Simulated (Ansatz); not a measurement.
**BH3O3 + NH3: a complex and its separated parts**

The complex below is one end of an elementary step. How strongly is it bound against its free parts?

Method: PBE0-D4/def2-TZVP structures, single points in def2-TZVPP, no counterpoise correction; program: Ansatz 0.2.0, Gaussian basis.

Levels: SPW92, PBE-D4, BLYP-D4, r2SCAN-D4, B97M-V, PBE0-D4, B3LYP-D4, r2SCAN0-D4, BHLYP-D4, CAM-B3LYP-D4, wB97X-V, wB97M-V, B2PLYP, PBE-QIDH, RPA on PBE, Hartree-Fock, MP2, CCSD, CCSD(T).

Correlated methods freeze the cores. B3LYP uses VWN-RPA correlation. B2PLYP carries no dispersion term here.

94 further runs of the same task are left out: 94 set aside as unsound or not needed.

## 1. The system as given

The complex: 11 atoms, charge 0, spin multiplicity 1.

Atoms are counted from 1 here; the program's logs count them from 0.

Bond lengths: B1–O2 1.429 Å, B1–O3 1.429 Å, B1–O4 1.429 Å, B1–N6 1.725 Å, O2–H7 0.958 Å, O3–H8 0.958 Å, O4–H9 0.958 Å, H5–N6 1.014 Å, N6–H10 1.014 Å, N6–H11 1.014 Å. Angles: O2–B1–O3 115.1°, O2–B1–O4 115.1°, O2–B1–N6 102.9°, O3–B1–O4 115.1°, O3–B1–N6 102.9°, O4–B1–N6 102.9°, B1–O2–H7 109.3°, B1–O3–H8 109.3°, B1–O4–H9 109.3°, B1–N6–H5 109.7°, B1–N6–H10 109.7°, B1–N6–H11 109.7°, H5–N6–H10 109.2°, H5–N6–H11 109.2°, H10–N6–H11 109.2°.

As a file:

```tsv
atom	x (Å)	y (Å)	z (Å)
B1	-0.11892	0.04901	-0.39183
O2	1.02646	0.64714	-1.00093
O3	-0.40035	-1.28768	-0.80982
O4	-1.25929	0.90144	-0.27540
H5	1.30674	-0.56258	1.27461
N6	0.37842	-0.15589	1.24672
H7	0.79107	1.51231	-1.33797
H8	0.18227	-1.52336	-1.53268
H9	-2.03114	0.44684	-0.61469
H10	0.39424	0.74325	1.71495
H11	-0.26929	-0.77047	1.72703
```

Its parts: BH3O3 holds atoms 1, 2, 3, 4, 7, 8, 9; NH3 holds atoms 5, 6, 10, 11. Each part counts its atoms afresh in its own runs.

## 2. Relaxing BH3O3 alone

The input, relax-a/in.yaml:

```yaml
crystal:
  periodic: [false, false, false]
  atoms:
    - {symbol: B, position_ang: [-0.118924, 0.049010, -0.391830]}
    - {symbol: O, position_ang: [1.026461, 0.647138, -1.000931]}
    - {symbol: O, position_ang: [-0.400353, -1.287679, -0.809818]}
    - {symbol: O, position_ang: [-1.259293, 0.901440, -0.275397]}
    - {symbol: H, position_ang: [0.791067, 1.512305, -1.337967]}
    - {symbol: H, position_ang: [0.182268, -1.523359, -1.532676]}
    - {symbol: H, position_ang: [-2.031137, 0.446842, -0.614686]}
basis:
  gaussian: {orbitals: def2-TZVP}
hamiltonian: {xc: pbe0, dispersion: d4}
relax: {f_tol: 0.005, max_steps: 200}
```

On the command line:

```
$ ansatz run in.yaml --threads 4 --pin off --events-out ev --progress --plain --max-ram 9574MiB
```

After this run come: Relaxing NH3 alone; SPW92/def2-TZVPP; PBE-D4/def2-TZVPP; BLYP-D4/def2-TZVPP; r2SCAN-D4/def2-TZVPP; B97M-V/def2-TZVPP; PBE0-D4/def2-TZVPP; B3LYP-D4/def2-TZVPP; r2SCAN0-D4/def2-TZVPP; BHLYP-D4/def2-TZVPP; CAM-B3LYP-D4/def2-TZVPP; wB97X-V/def2-TZVPP; wB97M-V/def2-TZVPP; B2PLYP/def2-TZVPP; PBE-QIDH/def2-TZVPP; RPA on PBE/def2-TZVPP; CCSD(T)/def2-TZVPP; Vibrations of BH3O3; Vibrations of NH3.

**Question.** What will these runs give? Wanted: complex less parts, CCSD(T)/def2-TZVPP; with zero-point energy; largest T1 diagnostic.

**Answer**, as computed:

| quantity | value |
| --- | --- |
| complex less parts, CCSD(T)/def2-TZVPP | -1.27 kcal/mol |
| with zero-point energy | +1.07 kcal/mol |
| largest T1 diagnostic | 0.012 |

**Reading.** At CCSD(T) the complex lies 1.27 kcal/mol below its parts. PBE-D4 is the best functional here (+0.01 kcal/mol from CCSD(T)); SPW92 is the worst (-7.68 kcal/mol). By rung, the mean size of the error is: LDA 7.68, GGA 1.59, meta-GGA 1.12, hybrid 1.27, range-separated hybrid 0.36, double hybrid 1.72 kcal/mol. PBE-D4 gives a relative energy 0.01 kcal/mol too high, an error of 1 % of the reference. No counterpoise was applied, and triple zeta lacks some correlation, so the CCSD(T) reference has a basis error of its own, and close matches with it are partly luck.
